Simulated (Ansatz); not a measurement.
# C2H6GeO: the cost of one run

Program: the Python package of Ansatz 0.2.0. Level of theory: Hartree-Fock/def2-SVP. These are calculated values, not measurements.

## (1) The system

Bond lengths: C1–C2 1.447 Å, C2–O3 1.234 Å, C2–Ge4 1.945 Å, C1–H5 1.086 Å, C1–H6 1.159 Å, C1–H7 1.133 Å, Ge4–H8 1.543 Å, Ge4–H9 1.627 Å, Ge4–H10 1.484 Å. Angles (14 of 15 angles, heavy atoms first): C1–C2–O3 120.3°, C1–C2–Ge4 118.5°, O3–C2–Ge4 121.1°, C2–C1–H5 114.6°, C2–C1–H6 111.1°, C2–C1–H7 112.2°, C2–Ge4–H8 108.4°, C2–Ge4–H9 107.2°, C2–Ge4–H10 112.4°, H5–C1–H6 108.1°, H5–C1–H7 106.1°, H6–C1–H7 104.2°, H8–Ge4–H9 108.1°, H8–Ge4–H10 111.5°.

No structure file is read: the coordinates are typed or built in the script.

## (2) The script

The input, bde_c2h6geo.py:

```python
"""X-H bond energies of C2H6GeO without relaxation."""

import ansatz as az


def single_point(molecule, charge=0, unpaired=0):
    calc = molecule.calculation().basis(gaussian="def2-SVP").functional("hf")
    if charge:
        calc = calc.charge(charge)
    if unpaired:
        calc = calc.spin("collinear", total=unpaired)
    report = calc.run().report
    if report["published_state_doubts"]:
        print("  doubts:", report["published_state_doubts"])
    return report["free_energy_ev"]

GEOMETRY = """
C    -0.34650    1.04810   -0.90290
C    -0.24290   -0.36060   -0.59020
O    -0.58770   -1.20910   -1.41710
Ge    0.53600   -0.87680    1.11600
H     0.59640    1.58600   -0.87970
H    -1.08260    1.58130   -0.18390
H    -0.78430    1.22630   -1.93240
H     0.55860   -2.41730    1.19350
H    -0.45390   -0.32610    2.28430
H     1.88990   -0.30310    1.31530
"""

def without(molecule, index):
    rest = az.Crystal.molecule()
    for i, site in enumerate(molecule.cartesian_sites):
        if i != index:
            rest = rest.atom(site.symbol, site.position_ang)
    return rest


def main() -> None:
    molecule = az.Crystal.molecule()
    for line in GEOMETRY.strip().splitlines():
        symbol, *xyz = line.split()
        molecule = molecule.atom(symbol, [float(v) for v in xyz])

    whole = single_point(molecule, 0)
    hydrogen = single_point(az.Crystal.molecule().atom("H", (0, 0, 0)), 0, 1)
    print(f"E(molecule) = {whole:.5f} eV, E(H) = {hydrogen:.5f} eV")
    for index in [6, 9]:
        radical = single_point(without(molecule, index), 0, 1)
        print(f"H{index}: homolysis {(radical + hydrogen - whole):.3f} eV")


if __name__ == "__main__":
    main()
```

## (3) Running it

The run is started by

```
> python bde_c2h6geo.py
```

Q: Estimate wall time and peak memory on 1 thread of Arm Neoverse V1, shared host.

About 16 s, with a peak of 0.33 GiB.
